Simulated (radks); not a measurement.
# Ru⁴⁺ in [Kr] 4d4: an all-electron calculation

What are the levels of the ruthenium ion Ru4+, how large are its shells, and how does its energy divide?

Program: radks (a radial shooting solver on a logarithmic mesh, Libxc functionals) version 1. Level of theory: Dirac Kohn-Sham, PBE, spin-unpolarised, spherical densities, point nucleus; open shells are shared between the two j in proportion to 2j + 1. These are calculated values, not measurements, unless marked.

## 1. What is computed

```
element       : ruthenium (Z = 44)
charge        : +4
electrons     : 40
configuration : [Kr] 4d4
```

The outer shells:

Ru⁴⁺
```
[Kr] core
4d [↑ ][↑ ][↑ ][↑ ][  ]
```

## 2. The calculation

Settings of this run:

```text
Z 44
configuration [Kr] 4d4
relativity Dirac
functional pbe,pbe
spin unpolarised
j_filling average
nucleus point
c 137.035999084
```

Launch:

```console
$ python run_ks.py task.json out
```

All runs below come from this command, one after another.

What does the calculation give?

**Answer**, as computed:

| quantity | value |
| --- | --- |
| total energy | -4527.84277 hartree |
| exchange-correlation share of it | 2.92 % |
| −T/E | 1.0407 |
| highest occupied level | 4d5/2, -51.685 eV |
| most extended occupied level | 4d5/2, <r> = 1.37 bohr |
| radius at density 0.001 e/bohr³ | 3.01 bohr |
| maxima of the radial density | 4 |
| ionisation energy, NIST | 59 (theory) eV |

The radial density shows 4 maxima for 4 occupied principal shells. −T/E is 1.041: with relativity the kinetic term as defined here no longer equals −E. Minus the highest eigenvalue, 51.685 eV, is 88 % of the tabulated ionisation energy (59 eV); the potential of a semilocal functional falls off too fast, so its top eigenvalue is too shallow. Spin polarisation and multiplet splitting are left out. Sharing an open shell by 2j + 1 raises it above the true ground level by a part of the spin-orbit splitting, which enters the differences from NIST.
